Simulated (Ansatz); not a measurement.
**C₃H₇FGe: relaxing the structure**

Aim: relax C₃H₇FGe from a cheap starting geometry.

Program: Ansatz 0.2.0, Gaussian basis. Level of theory: RKS PBE0-D4/def2-TZVP. These are calculated values, not measurements.

The runs, in order: relaxation at PBE-D4/def2-SVP; relaxation at PBE0-D4/def2-TZVP.

1 further run of the same task is left out (set aside as unsound or not needed).

**1. The system as given**

12 atoms, charge 0, spin multiplicity 1.

Atoms are counted from 1 here; the program's logs count them from 0.

Bond lengths: F1–C2 1.340 Å, C2–C3 1.501 Å, C2–C4 1.520 Å, C2–H6 1.128 Å, C3–C4 1.480 Å, C3–H7 1.087 Å, C3–H8 1.183 Å, C4–Ge5 1.907 Å, C4–H9 1.156 Å, Ge5–H10 1.524 Å, Ge5–H11 1.563 Å, Ge5–H12 1.530 Å. Angles: F1–C2–C3 110.5°, F1–C2–C4 116.4°, F1–C2–H6 121.5°, C3–C2–C4 58.7°, C3–C2–H6 117.5°, C4–C2–H6 116.2°, C2–C3–C4 61.3°, C2–C3–H7 117.2°, C2–C3–H8 112.3°, C4–C3–H7 120.5°, C4–C3–H8 111.9°, H7–C3–H8 119.9°, C2–C4–C3 60.0°, C2–C4–Ge5 117.5°, C2–C4–H9 109.4°, C3–C4–Ge5 119.7°, C3–C4–H9 110.2°, Ge5–C4–H9 123.4° and more.

The start is a force-field geometry with small random shifts, so a cheaper pass at PBE-D4/def2-SVP comes first.

**2. Relaxation at PBE-D4/def2-SVP (cheap first pass)**

File in.yaml:

```yaml
crystal:
  periodic: [false, false, false]
  atoms:
    - {symbol: F, position_ang: [-1.926500, 0.622000, 1.525500]}
    - {symbol: C, position_ang: [-0.702600, 0.612200, 0.981100]}
    - {symbol: C, position_ang: [-0.067300, -0.738300, 1.141400]}
    - {symbol: C, position_ang: [-0.499100, -0.311600, -0.208300]}
    - {symbol: Ge, position_ang: [0.808100, 0.193500, -1.501900]}
    - {symbol: H, position_ang: [-0.027700, 1.514300, 1.031800]}
    - {symbol: H, position_ang: [-0.630500, -1.489600, 1.688600]}
    - {symbol: H, position_ang: [1.106600, -0.670100, 1.272200]}
    - {symbol: H, position_ang: [-1.504600, -0.811900, -0.481500]}
    - {symbol: H, position_ang: [1.332100, -1.059800, -2.192500]}
    - {symbol: H, position_ang: [1.970000, 0.891700, -0.722800]}
    - {symbol: H, position_ang: [0.218600, 1.192500, -2.499700]}
basis:
  gaussian: {orbitals: def2-SVP}
hamiltonian: {xc: pbe, dispersion: d4}
relax: {f_tol: 0.03, max_steps: 200}
```

Started as:

```
$ ansatz run in.yaml --threads 4 --pin off --events-out ev --progress --plain --max-ram 10444MiB
```

What it wrote (excerpt; [...] marks lines left out):

```text
Functional definition: PBE
  name "PBE"
  cite "Perdew, Burke & Ernzerhof, Phys. Rev. Lett. 77, 3865 (1996) doi:10.1103/PhysRevLett.77.3865"
  parent pbe
[...]
1379 factors; their error is unknown
[...]
mean field -62431.31082424 eV, -2294.3083553285 hartree, gradient 3.1e-5 eV, S^2 0.000000; 0 other end points of the search recorded, 0 dependent functions left out
[...]
reference -62431.31085946 eV, -2294.3083566228 hartree; 33, 33 occupied and 90, 90 virtual orbitals, 1379 factors
relax step   1: F+E_penalty+E_count = -62431.54809233 eV  Δ(F+E_penalty+E_count) = +0.000e0 eV  max|allowed force component| = 3.746e0 eV/Å  Δτ_max = 0.0000 Å  (30 SCF iters, accepted)
[...]
relax step   5: F+E_penalty+E_count = -62432.00912492 eV  Δ(F+E_penalty+E_count) = -3.387e-4 eV  max|allowed force component| = 8.072e-2 eV/Å  Δτ_max = 0.0415 Å  (30 SCF iters, accepted)
[...]
relax step   6: F+E_penalty+E_count = -62432.01005587 eV  Δ(F+E_penalty+E_count) = -9.310e-4 eV  max|allowed force component| = 2.821e-2 eV/Å  Δτ_max = 0.0226 Å  (31 SCF iters, accepted)
1379 factors; their error is unknown
[...]
mean field -62431.77863052 eV, -2294.3255468922 hartree, gradient 3.8e-5 eV, S^2 0.000000; 1 other end points of the search recorded, 0 dependent functions left out
[...]
reference -62431.77866686 eV, -2294.3255482276 hartree; 33, 33 occupied and 90, 90 virtual orbitals, 1379 factors
Total energy: -62432.01009221 eV, -2294.3340529524 hartree
Atom 0 at    -1.975013     0.727306     1.494643 Å, force     0.006467    -0.000446     0.003090 eV/Å
Atom 1 at    -0.690261     0.580945     1.037077 Å, force    -0.011529    -0.007890     0.000425 eV/Å
Atom 2 at    -0.027749    -0.748369     1.212866 Å, force    -0.022674    -0.000684     0.000625 eV/Å
Atom 3 at    -0.471592    -0.281933    -0.175736 Å, force    -0.006118     0.004557     0.028210 eV/Å
Atom 4 at     0.814793     0.206166    -1.559791 Å, force     0.023829     0.019887    -0.022048 eV/Å
Atom 5 at    -0.106308     1.509551     1.173631 Å, force     0.000473     0.002019    -0.005093 eV/Å
Atom 6 at    -0.633857    -1.536824     1.686476 Å, force     0.007343     0.002275     0.004708 eV/Å
Atom 7 at     1.045644    -0.778507     1.462999 Å, force     0.002210    -0.005647    -0.003065 eV/Å
Atom 8 at    -1.393958    -0.761136    -0.544972 Å, force    -0.010028    -0.007417     0.005963 eV/Å
Atom 9 at     1.350640    -1.062232    -2.274840 Å, force     0.005753    -0.000150    -0.006055 eV/Å
Atom 10 at     2.000146     0.939426    -0.873038 Å, force    -0.000312    -0.003312    -0.004401 eV/Å
Atom 11 at     0.164615     1.150509    -2.605414 Å, force     0.004586    -0.003192    -0.002359 eV/Å
Dipole moment:     0.182006    -0.095299    -0.025751 e Å
```

It took 10 s on 4 threads of Arm Neoverse V1, shared host.

Along the way:

```
step  energy from step 1 (eV)  largest force component (eV/Å)
   1                   0.0000                          3.7459
   2                  -0.3960                          1.0084
   3                  -0.4540                          0.3935
   4                  -0.4607                          0.1100
   5                  -0.4610                          0.0807
   6                  -0.4620                          0.0282
```

Close pairs (by a distance rule), those that changed most:

```
   bond  before (Å)  after (Å)  change (Å)
  C3–H8       1.183      1.103      -0.081
  C4–H9       1.156      1.103      -0.053
  C3–C4       1.480      1.531      +0.051
 C4–Ge5       1.907      1.952      +0.044
  F1–C2       1.340      1.372      +0.032
Ge5–H10       1.524      1.552      +0.028
  C2–H6       1.128      1.105      -0.022
Ge5–H12       1.530      1.552      +0.022
```

**3. Geometry optimisation, PBE0-D4/def2-TZVP**

File in.yaml:

```yaml
crystal:
  periodic: [false, false, false]
  atoms:
    - {symbol: F, position_ang: [-1.975013, 0.727306, 1.494643]}
    - {symbol: C, position_ang: [-0.690261, 0.580945, 1.037077]}
    - {symbol: C, position_ang: [-0.027749, -0.748369, 1.212866]}
    - {symbol: C, position_ang: [-0.471592, -0.281933, -0.175736]}
    - {symbol: Ge, position_ang: [0.814793, 0.206166, -1.559791]}
    - {symbol: H, position_ang: [-0.106308, 1.509551, 1.173631]}
    - {symbol: H, position_ang: [-0.633857, -1.536824, 1.686476]}
    - {symbol: H, position_ang: [1.045644, -0.778507, 1.462999]}
    - {symbol: H, position_ang: [-1.393958, -0.761136, -0.544972]}
    - {symbol: H, position_ang: [1.350640, -1.062232, -2.274840]}
    - {symbol: H, position_ang: [2.000146, 0.939426, -0.873038]}
    - {symbol: H, position_ang: [0.164615, 1.150509, -2.605414]}
basis:
  gaussian: {orbitals: def2-TZVP}
hamiltonian: {xc: pbe0, dispersion: d4}
relax: {f_tol: 0.005, max_steps: 150}
```

Launched as before.

What it wrote (excerpt; [...] marks lines left out):

```text
Functional definition: PBE0
  name "PBE0"
  cite "Adamo & Barone, J. Chem. Phys. 110, 6158 (1999) doi:10.1063/1.478522"
  cite "Perdew, Burke & Ernzerhof, Phys. Rev. Lett. 77, 3865 (1996) doi:10.1103/PhysRevLett.77.3865"
  parent pbe
[...]
1405 factors; their error is unknown
[...]
mean field -62447.70355374 eV, -2294.9107770260 hartree, gradient 1.1e-5 eV, S^2 0.000000; 0 other end points of the search recorded, 0 dependent functions left out
[...]
reference -62447.70358521 eV, -2294.9107781827 hartree; 33, 33 occupied and 181, 181 virtual orbitals, 1405 factors
relax step   1: F+E_penalty+E_count = -62447.89847315 eV  Δ(F+E_penalty+E_count) = +0.000e0 eV  max|allowed force component| = 6.010e-1 eV/Å  Δτ_max = 0.0000 Å  (29 SCF iters, accepted)
[...]
Atom 2 at    -0.028682    -0.742372     1.201396 Å, force     0.001193    -0.000077    -0.001156 eV/Å
Atom 3 at    -0.474378    -0.279824    -0.175094 Å, force    -0.002525    -0.002255    -0.001194 eV/Å
Atom 4 at     0.808609     0.205800    -1.545147 Å, force    -0.000502    -0.000216     0.000952 eV/Å
Atom 5 at    -0.110690     1.490836     1.157300 Å, force    -0.001832    -0.000751     0.000146 eV/Å
Atom 6 at    -0.625775    -1.513645     1.672094 Å, force     0.000369    -0.000695     0.000273 eV/Å
Atom 7 at     1.028887    -0.774759     1.437295 Å, force    -0.000486     0.000231     0.000348 eV/Å
Atom 8 at    -1.383752    -0.753890    -0.529790 Å, force     0.000414     0.000637    -0.000953 eV/Å
Atom 9 at     1.343414    -1.051447    -2.251128 Å, force     0.000209    -0.000328     0.000180 eV/Å
Atom 10 at     1.980910     0.933129    -0.860755 Å, force     0.000163     0.000188    -0.000107 eV/Å
Atom 11 at     0.169205     1.139273    -2.586369 Å, force    -0.000333     0.000151     0.000339 eV/Å
Dipole moment:     0.223592    -0.109924    -0.054403 e Å
```

Wall time 28 s (4 threads of Arm Neoverse V1, shared host); peak memory 0.62 GiB.

Step by step:

```
step  energy from step 1 (eV)  largest force component (eV/Å)
   1                   0.0000                          0.6010
   2                  -0.0390                          0.1619
   3                  -0.0429                          0.0349
   4                  -0.0430                          0.0170
   5                  -0.0430                          0.0053
   6                  -0.0430                          0.0031
```

Distances of close pairs at the start and the end, largest changes first:

```
   bond  before (Å)  after (Å)  change (Å)
  C2–H6       1.105      1.085      -0.020
  C3–H8       1.103      1.084      -0.019
  C3–H7       1.102      1.083      -0.018
  C4–H9       1.103      1.085      -0.018
  C2–C4       1.504      1.488      -0.017
  C2–C3       1.496      1.479      -0.017
Ge5–H12       1.552      1.538      -0.014
Ge5–H11       1.554      1.540      -0.014
```

Mulliken charges at the end point, from the run's report:

```
atom  value (e)
  F1      -0.21
  C2       0.10
  C3      -0.23
  C4      -0.24
 Ge5       0.07
  H6       0.11
  H7       0.13
  H8       0.13
  H9       0.14
 H10       0.00
 H11       0.00
 H12       0.00
```

**4. Summary of results**

| quantity | value |
| --- | --- |
| point group | C1 |
| steps | 6 + 6 |
| shift from the start (rms) | 0.112 Å |
| total energy | -62447.9415 eV |
| dispersion term | -196 meV |
| dipole moment | 1.22 D |

**Reading.** The relaxed geometry lies 0.11 Å (rms) from the start; the bond that changed most is C3–H8, from 1.183 to 1.084 Å. No vibrations were run, so it is not proven to be a minimum. The largest Mulliken charge, -0.24 e, sits on C4.
